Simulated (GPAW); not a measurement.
# Ti3As (Pm-3n) in GPAW: further runs

The runs below take Ti3As through relaxation of cell and atoms, with PBEsol.

All numbers are computed with GPAW 26.7.0; they aren't measurements. Logs are shortened: lines on timing, memory, paths and dates and some standing lists are left out, and cuts for length are marked. The log counts tension as positive stress, the text compression.

## Step 1: The crystal as given

It takes space group Pm-3n (No. 223, cubic). Conventional cell: a = 5.022 Å, b = 5.022 Å, c = 5.022 Å, α = 90.00°, β = 90.00°, γ = 90.00°. Around As (site symmetry m-3) lie 12 Ti at 2.81 Å. Ti (site symmetry -4m2) is surrounded by 2 Ti at 2.51 Å and 4 As at 2.81 Å.

The cell comes from a database or a generator and needn't be the stable form of this composition.

## Step 2: Relaxation of cell and atoms, PBEsol, target pressure 5 GPa, at which the enthalpy is minimised

File run.py:

```python
from ase import Atoms
from ase.filters import FrechetCellFilter
from ase.io import write
from ase.optimize import BFGS
from ase.units import GPa
from gpaw import GPAW, PW, setup_paths

setup_paths.insert(0, '.')

atoms = Atoms(['As', 'As', 'Ti', 'Ti', 'Ti', 'Ti', 'Ti', 'Ti'],
              cell=[[5.021765, 0.0, 0.0],
                    [0.0, 5.021765, 0.0],
                    [0.0, 0.0, 5.021765]],
              scaled_positions=[[0.0, 0.0, 0.0],
                                [0.5, 0.5, 0.5],
                                [0.0, 0.5, 0.75],
                                [0.0, 0.5, 0.25],
                                [0.75, 0.0, 0.5],
                                [0.25, 0.0, 0.5],
                                [0.5, 0.75, 0.0],
                                [0.5, 0.25, 0.0]],
              pbc=True)

calc = GPAW(mode=PW(600),
            xc='PBEsol',
            kpts={'size': (4, 4, 4), 'gamma': True},
            occupations={'name': 'fermi-dirac', 'width': 0.05},
            nbands=73,
            convergence={'density': 1e-05, 'forces': 0.0001},
            maxiter=150,
            txt='gpaw.txt')
atoms.calc = calc
opt = BFGS(FrechetCellFilter(atoms, scalar_pressure=5 * GPa), trajectory='relax.traj', logfile='-')
done = opt.run(fmax=0.02, steps=60)
calc.write('gs.gpw')
write('result.traj', atoms)
print('Converged:', done)
print('Cell:', atoms.cell.cellpar().round(4))
print('Volume:', round(atoms.get_volume(), 4))
print(atoms.get_scaled_positions().round(5))
```

Potentials or basis: PAW data sets generated in the run's folder for this functional, pw.

The run is started by

```console
gpaw-setup -f PBEsol As Ti
OMP_NUM_THREADS=1 python run.py
```

gpaw.txt:

```text
__  _  _
 | _ |_)|_||  |
 |__||  | ||/\| - 26.7.0

Input parameters:
  mode=PW(ecut=600.0),
  convergence={'density': 1e-05, 'forces': 0.0001},
  kpts=MonkhorstPack(size=(4, 4, 4), gamma=True),
  maxiter=150,
  nbands=73,
  occupations=Occupations(name='fermi-dirac', width=0.05),
  xc=XC(name='PBEsol')

Diagonalizing LCAO Hamiltonian
Converting LCAO to pw mode
    .-----------.
   /|           |
  / |           |
 * Ti           |
 |  |    As     |
 |  |           |
 | TTi----Ti----.
 | /     Ti    /
 |/     Ti    /
 As----------*

Atoms  # Å, Bohr magnetons
|   | symbol |        x |        y |        z |    initial magnetic moments |
|---|--------|----------|----------|----------|-----------------------------|
| 0 |     As | 0.000000 | 0.000000 | 0.000000 | ( 0.0000,  0.0000,  0.0000) |
| 1 |     As | 2.510883 | 2.510883 | 2.510883 | ( 0.0000,  0.0000,  0.0000) |
| 2 |     Ti | 0.000000 | 2.510883 | 3.766324 | ( 0.0000,  0.0000,  0.0000) |
| 3 |     Ti | 0.000000 | 2.510883 | 1.255441 | ( 0.0000,  0.0000,  0.0000) |
| 4 |     Ti | 3.766324 | 0.000000 | 2.510883 | ( 0.0000,  0.0000,  0.0000) |
| 5 |     Ti | 1.255441 | 0.000000 | 2.510883 | ( 0.0000,  0.0000,  0.0000) |
| 6 |     Ti | 2.510883 | 3.766324 | 0.000000 | ( 0.0000,  0.0000,  0.0000) |
| 7 |     Ti | 2.510883 | 1.255441 | 0.000000 | ( 0.0000,  0.0000,  0.0000) |

Unit cell  # Å
| periodic |        x |        y |        z |  lengths |    angles |
|----------|----------|----------|----------|----------|-----------|
|      yes | 5.021765 | 0.000000 | 0.000000 | 5.021765 | 90.000000 |
|      yes | 0.000000 | 5.021765 | 0.000000 | 5.021765 | 90.000000 |
|      yes | 0.000000 | 0.000000 | 5.021765 | 5.021765 | 90.000000 |

Number of symmetries: 24
Symmetry operations  # r_c * U_cc + t_c -> r_c
|    | kind |            matrix            |
|----|------|------------------------------|
|  0 |  E   |  1, 0, 0,  0, 1, 0,  0, 0, 1 |
|  1 |  σ   |  1, 0, 0,  0, 1, 0,  0, 0,-1 |
|  2 |  σ   |  1, 0, 0,  0,-1, 0,  0, 0, 1 |
|  3 |  C2  |  1, 0, 0,  0,-1, 0,  0, 0,-1 |
|  4 |  C3  |  0, 1, 0,  0, 0, 1,  1, 0, 0 |
|  5 |  S6  |  0, 1, 0,  0, 0, 1, -1, 0, 0 |
|  6 |  S6  |  0, 1, 0,  0, 0,-1,  1, 0, 0 |
|  7 |  C3  |  0, 1, 0,  0, 0,-1, -1, 0, 0 |
|  8 |  C3  |  0, 0, 1,  1, 0, 0,  0, 1, 0 |
[... 217 lines left out ...]
Forces  # eV/Ang
|        x |        y |        z |
|----------|----------|----------|
|  0.00000 |  0.00000 |  0.00000 |  # As   0
|  0.00000 |  0.00000 |  0.00000 |  # As   1
| -0.00000 |  0.00000 | -0.00001 |  # Ti   2
| -0.00000 |  0.00000 |  0.00001 |  # Ti   3
| -0.00001 |  0.00000 |  0.00000 |  # Ti   4
|  0.00001 |  0.00000 |  0.00000 |  # Ti   5
|  0.00000 | -0.00001 |  0.00000 |  # Ti   6
|  0.00000 |  0.00001 |  0.00000 |  # Ti   7

Interpolating wave functions to new cell
    .-----------.
   /|           |
  / |           |
 * Ti           |
 |  |    As     |
 |  |           |
 | TTi----Ti----.
 | /     Ti    /
 |/     Ti    /
 As----------*

Atoms  # Å, Bohr magnetons
|   | symbol |         x |        y |        z |    initial magnetic moments |
|---|--------|-----------|----------|----------|-----------------------------|
| 0 |     As |  0.000000 | 0.000000 | 0.000000 | ( 0.0000,  0.0000,  0.0000) |
| 1 |     As |  2.506454 | 2.506454 | 2.506454 | ( 0.0000,  0.0000,  0.0000) |
| 2 |     Ti | -0.000000 | 2.506454 | 3.759681 | ( 0.0000,  0.0000,  0.0000) |
| 3 |     Ti | -0.000000 | 2.506454 | 1.253227 | ( 0.0000,  0.0000,  0.0000) |
| 4 |     Ti |  3.759681 | 0.000000 | 2.506454 | ( 0.0000,  0.0000,  0.0000) |
| 5 |     Ti |  1.253227 | 0.000000 | 2.506454 | ( 0.0000,  0.0000,  0.0000) |
| 6 |     Ti |  2.506454 | 3.759681 | 0.000000 | ( 0.0000,  0.0000,  0.0000) |
| 7 |     Ti |  2.506454 | 1.253227 | 0.000000 | ( 0.0000,  0.0000,  0.0000) |

Unit cell  # Å
| periodic |        x |        y |        z |  lengths |    angles |
|----------|----------|----------|----------|----------|-----------|
|      yes | 5.012908 | 0.000000 | 0.000000 | 5.012908 | 90.000000 |
|      yes | 0.000000 | 5.012908 | 0.000000 | 5.012908 | 90.000000 |
|      yes | 0.000000 | 0.000000 | 5.012908 | 5.012908 | 90.000000 |

Number of symmetries: 24
Symmetry operations  # r_c * U_cc + t_c -> r_c
|    | kind |            matrix            |
|----|------|------------------------------|
|  0 |  E   |  1, 0, 0,  0, 1, 0,  0, 0, 1 |
|  1 |  σ   |  1, 0, 0,  0, 1, 0,  0, 0,-1 |
|  2 |  σ   |  1, 0, 0,  0,-1, 0,  0, 0, 1 |
[... 165 lines left out ...]
|iter:   8| |  -57.653327c| -7.79c| -5.23c|      |
|iter:   9| |  -57.653327c| -8.20c| -5.60c|-3.62 |
|iter:  10| |  -57.653327c| -8.56c| -6.47c|-4.58c|

Converged in 10 steps
Energy contributions relative to reference atoms: (reference = -262105.372045)

Energy contributions:
  Kinetic:          48.377108
  Coulomb:         -39.958382
  Zero:             -0.203995
  External:          0.000000
  Xc:              -65.812014
  Entropy:          -0.112087
  Spinorbit:         0.000000
  ----------------------------
  Free energy:     -57.709370
  Extrapolated:    -57.653327
[... 50 lines left out ...]
Interpolating wave functions to new cell

         Ti

               As
         TTi    Ti
                Ti

       As     Ti

Atoms  # Å, Bohr magnetons
|   | symbol |         x |        y |         z |    initial magnetic moments |
|---|--------|-----------|----------|-----------|-----------------------------|
| 0 |     As |  0.000000 | 0.000000 |  0.000000 | ( 0.0000,  0.0000,  0.0000) |
| 1 |     As |  2.446925 | 2.446925 |  2.446925 | ( 0.0000,  0.0000,  0.0000) |
| 2 |     Ti | -0.000000 | 2.446925 |  3.670388 | ( 0.0000,  0.0000,  0.0000) |
| 3 |     Ti | -0.000000 | 2.446925 |  1.223462 | ( 0.0000,  0.0000,  0.0000) |
| 4 |     Ti |  3.670388 | 0.000000 |  2.446925 | ( 0.0000,  0.0000,  0.0000) |
| 5 |     Ti |  1.223462 | 0.000000 |  2.446925 | ( 0.0000,  0.0000,  0.0000) |
| 6 |     Ti |  2.446925 | 3.670388 |  0.000000 | ( 0.0000,  0.0000,  0.0000) |
| 7 |     Ti |  2.446925 | 1.223462 | -0.000000 | ( 0.0000,  0.0000,  0.0000) |

Unit cell  # Å
| periodic |         x |         y |        z |  lengths |    angles |
|----------|-----------|-----------|----------|----------|-----------|
|      yes |  4.893851 |  0.000000 | 0.000000 | 4.893851 | 90.000000 |
|      yes | -0.000000 |  4.893851 | 0.000000 | 4.893851 | 90.000000 |
|      yes | -0.000000 | -0.000000 | 4.893851 | 4.893851 | 90.000000 |

Number of symmetries: 24
Symmetry operations  # r_c * U_cc + t_c -> r_c
|    | kind |            matrix            |
|----|------|------------------------------|
|  0 |  E   |  1, 0, 0,  0, 1, 0,  0, 0, 1 |
|  1 |  σ   |  1, 0, 0,  0, 1, 0,  0, 0,-1 |
|  2 |  σ   |  1, 0, 0,  0,-1, 0,  0, 0, 1 |
|  3 |  C2  |  1, 0, 0,  0,-1, 0,  0, 0,-1 |
|  4 |  C3  |  0, 1, 0,  0, 0, 1,  1, 0, 0 |
|  5 |  S6  |  0, 1, 0,  0, 0, 1, -1, 0, 0 |
|  6 |  S6  |  0, 1, 0,  0, 0,-1,  1, 0, 0 |
|  7 |  C3  |  0, 1, 0,  0, 0,-1, -1, 0, 0 |
|  8 |  C3  |  0, 0, 1,  1, 0, 0,  0, 1, 0 |
[... 206 lines left out ...]
No gap
No difference between direct/indirect transitions

Stress tensor  # eV/Ang^3
|         x |         y |         z |
|-----------|-----------|-----------|
| -0.036080 |  0.000000 |  0.000000 |
|  0.000000 | -0.036080 |  0.000000 |
|  0.000000 |  0.000000 | -0.036080 |

Forces  # eV/Ang
|        x |        y |        z |
|----------|----------|----------|
|  0.00000 |  0.00000 |  0.00000 |  # As   0
|  0.00000 |  0.00000 |  0.00000 |  # As   1
|  0.00000 |  0.00000 | -0.00000 |  # Ti   2
|  0.00000 |  0.00000 |  0.00000 |  # Ti   3
| -0.00000 |  0.00000 |  0.00000 |  # Ti   4
|  0.00000 |  0.00000 |  0.00000 |  # Ti   5
|  0.00000 | -0.00000 |  0.00000 |  # Ti   6
|  0.00000 |  0.00000 |  0.00000 |  # Ti   7

Interpolating wave functions to new cell

         Ti

               As
         TTi    Ti
                Ti

       As     Ti

Atoms  # Å, Bohr magnetons
|   | symbol |         x |        y |         z |    initial magnetic moments |
|---|--------|-----------|----------|-----------|-----------------------------|
| 0 |     As |  0.000000 | 0.000000 |  0.000000 | ( 0.0000,  0.0000,  0.0000) |
| 1 |     As |  2.451160 | 2.451160 |  2.451160 | ( 0.0000,  0.0000,  0.0000) |
| 2 |     Ti | -0.000000 | 2.451160 |  3.676741 | ( 0.0000,  0.0000,  0.0000) |
| 3 |     Ti | -0.000000 | 2.451160 |  1.225580 | ( 0.0000,  0.0000,  0.0000) |
| 4 |     Ti |  3.676741 | 0.000000 |  2.451160 | ( 0.0000,  0.0000,  0.0000) |
| 5 |     Ti |  1.225580 | 0.000000 |  2.451160 | ( 0.0000,  0.0000,  0.0000) |
| 6 |     Ti |  2.451160 | 3.676741 | -0.000000 | ( 0.0000,  0.0000,  0.0000) |
| 7 |     Ti |  2.451160 | 1.225580 | -0.000000 | ( 0.0000,  0.0000,  0.0000) |

Unit cell  # Å
| periodic |         x |        y |         z |  lengths |    angles |
|----------|-----------|----------|-----------|----------|-----------|
|      yes |  4.902321 | 0.000000 | -0.000000 | 4.902321 | 90.000000 |
|      yes | -0.000000 | 4.902321 | -0.000000 | 4.902321 | 90.000000 |
|      yes | -0.000000 | 0.000000 |  4.902321 | 4.902321 | 90.000000 |

Number of symmetries: 24
Symmetry operations  # r_c * U_cc + t_c -> r_c
|    | kind |            matrix            |
|----|------|------------------------------|
|  0 |  E   |  1, 0, 0,  0, 1, 0,  0, 0, 1 |
|  1 |  σ   |  1, 0, 0,  0, 1, 0,  0, 0,-1 |
|  2 |  σ   |  1, 0, 0,  0,-1, 0,  0, 0, 1 |
|  3 |  C2  |  1, 0, 0,  0,-1, 0,  0, 0,-1 |
|  4 |  C3  |  0, 1, 0,  0, 0, 1,  1, 0, 0 |
|  5 |  S6  |  0, 1, 0,  0, 0, 1, -1, 0, 0 |
|  6 |  S6  |  0, 1, 0,  0, 0,-1,  1, 0, 0 |
|  7 |  C3  |  0, 1, 0,  0, 0,-1, -1, 0, 0 |
|  8 |  C3  |  0, 0, 1,  1, 0, 0,  0, 1, 0 |
[... 149 lines left out ...]
SCF iterations
|iter     | |      energy | eigst |  dens |force |
|---------|-|-------------|-------|-------|------|
|iter:   1| |  -57.616956 | -1.82 |       |      |
|iter:   2| |  -57.616217 | -3.37 | -2.52 |      |
|iter:   3| |  -57.612856c| -3.60 | -2.58 |      |
|iter:   4| |  -57.612866c| -4.83 | -3.28 |      |
|iter:   5| |  -57.612883c| -6.00 | -3.65 |      |
|iter:   6| |  -57.612886c| -6.68 | -4.06 |      |
|iter:   7| |  -57.612886c| -7.87c| -4.94 |      |
|iter:   8| |  -57.612886c| -8.43c| -5.24c|      |
|iter:   9| |  -57.612886c| -8.55c| -5.60c|-3.65 |
|iter:  10| |  -57.612886c| -9.16c| -6.54c|-4.64c|

Converged in 10 steps
Energy contributions relative to reference atoms: (reference = -262105.372045)

Energy contributions:
  Kinetic:          75.433400
  Coulomb:         -59.969618
  Zero:             -0.260249
  External:          0.000000
  Xc:              -72.760352
  Entropy:          -0.112136
  Spinorbit:         0.000000
  ----------------------------
  Free energy:     -57.668954
  Extrapolated:    -57.612886
[... 28 lines left out ...]
No gap
No difference between direct/indirect transitions

Stress tensor  # eV/Ang^3
|         x |         y |         z |
|-----------|-----------|-----------|
| -0.030897 |  0.000000 |  0.000000 |
|  0.000000 | -0.030897 |  0.000000 |
|  0.000000 |  0.000000 | -0.030897 |

Forces  # eV/Ang
|        x |        y |        z |
|----------|----------|----------|
|  0.00000 |  0.00000 |  0.00000 |  # As   0
| -0.00000 | -0.00000 | -0.00000 |  # As   1
|  0.00000 |  0.00000 | -0.00001 |  # Ti   2
|  0.00000 |  0.00000 |  0.00001 |  # Ti   3
| -0.00001 |  0.00000 |  0.00000 |  # Ti   4
|  0.00001 |  0.00000 |  0.00000 |  # Ti   5
|  0.00000 | -0.00001 |  0.00000 |  # Ti   6
|  0.00000 |  0.00001 |  0.00000 |  # Ti   7

# Writing to gs.gpw (mode='')
```

Wall time 3.9 min (1 thread of Arm Neoverse V2, shared host); peak memory 0.34 GiB.

What came out:

```
Free energy                                            : -57.6690 eV
Relaxed volume                                         : 14.73 Å³/atom
Relaxed cell                                           : a = 4.902 Å, b = 4.902 Å, c = 4.902 Å, α = 90.00°, β = 90.00°, γ = 90.00°
Space group after relaxing (to 0.05 Å)                 : Pm-3n (No. 223)
Energy change on relaxing (the enthalpy is what falls) : +3.0 meV/atom
Ionic steps                                            : 4
Pressure after relaxing                                : 5.0 GPa
Band gap on the k mesh                                 : none (metal or under the smearing width)
```

The path:
```csv
step,energy change (eV),largest force (eV/Å),pressure (GPa),volume (Å³)
1,0.0000,0.0000,-5.01,126.64
2,-0.0168,0.0000,-4.37,125.97
3,0.0477,0.0000,5.78,117.21
4,0.0237,0.0000,4.95,117.82
```

Final structure:
```
CELL_PARAMETERS angstrom
4.90232 0.00000 0.00000
0.00000 4.90232 0.00000
0.00000 0.00000 4.90232
ATOMIC_POSITIONS crystal
As 0.00000 0.00000 0.00000
As 0.50000 0.50000 0.50000
Ti 0.00000 0.50000 0.75000
Ti 0.00000 0.50000 0.25000
Ti 0.75000 0.00000 0.50000
Ti 0.25000 0.00000 0.50000
Ti 0.50000 0.75000 0.00000
Ti 0.50000 0.25000 0.00000
```

Caveat: later steps reuse the first step's grids.

## Step 3: Relaxation of cell and atoms, PBEsol, target pressure 10 GPa, at which the enthalpy is minimised

Changes to run.py since step 2:

```diff
@@ -32,3 +32,3 @@
 atoms.calc = calc
-opt = BFGS(FrechetCellFilter(atoms, scalar_pressure=5 * GPa), trajectory='relax.traj', logfile='-')
+opt = BFGS(FrechetCellFilter(atoms, scalar_pressure=10 * GPa), trajectory='relax.traj', logfile='-')
 done = opt.run(fmax=0.02, steps=60)
```

Potentials or basis: PAW data sets generated in the run's folder for this functional, pw.

The run is started by

```console
gpaw-setup -f PBEsol As Ti
OMP_NUM_THREADS=1 python run.py
```

It took 4.7 min on 1 thread of Arm Neoverse V2, shared host; peak memory 0.36 GiB.

It converged, with:

```
Free energy                                            : -57.4893 eV
Relaxed volume                                         : 14.29 Å³/atom
Relaxed cell                                           : a = 4.853 Å, b = 4.853 Å, c = 4.853 Å, α = 90.00°, β = 90.00°, γ = 90.00°
Space group after relaxing (to 0.05 Å)                 : Pm-3n (No. 223)
Energy change on relaxing (the enthalpy is what falls) : +25.3 meV/atom
Ionic steps                                            : 5
Pressure after relaxing                                : 10.0 GPa
Band gap on the k mesh                                 : none (metal or under the smearing width)
```

The path:
| step | energy change (eV) | largest force (eV/Å) | pressure (GPa) | volume (Å³) |
| --- | --- | --- | --- | --- |
| 1 | 0.0000 | 0.0000 | -5.01 | 126.64 |
| 2 | -0.0241 | 0.0000 | -4.05 | 125.64 |
| 3 | 0.0762 | 0.0000 | 6.68 | 116.56 |
| 4 | 0.2155 | 0.0000 | 10.29 | 114.13 |
| 5 | 0.2027 | 0.0000 | 9.99 | 114.33 |

Final structure:
```
CELL_PARAMETERS angstrom
4.85341 0.00000 0.00000
0.00000 4.85341 0.00000
0.00000 0.00000 4.85341
ATOMIC_POSITIONS crystal
As 0.00000 0.00000 0.00000
As 0.50000 0.50000 0.50000
Ti 0.00000 0.50000 0.75000
Ti 0.00000 0.50000 0.25000
Ti 0.75000 0.00000 0.50000
Ti 0.25000 0.00000 0.50000
Ti 0.50000 0.75000 0.00000
Ti 0.50000 0.25000 0.00000
```

Levels at points of the mesh, in eV from the Fermi level:
```csv
k point,band 39,band 40,band 41,band 42,band 43,band 44
"(0.00, 0.00, 0.00)",-0.65,-0.30,-0.30,-0.30,0.47,0.47
"(0.50, 0.00, 0.00)",-0.56,-0.56,-0.39,-0.39,-0.12,-0.12
"(0.50, 0.50, 0.00)",-0.15,0.36,0.36,0.87,0.87,0.96
"(0.50, 0.50, 0.50)",0.44,0.44,0.44,0.44,0.50,0.50
```

Caveat: later steps reuse the first step's grids.

(Continued in part 2 of 2.)
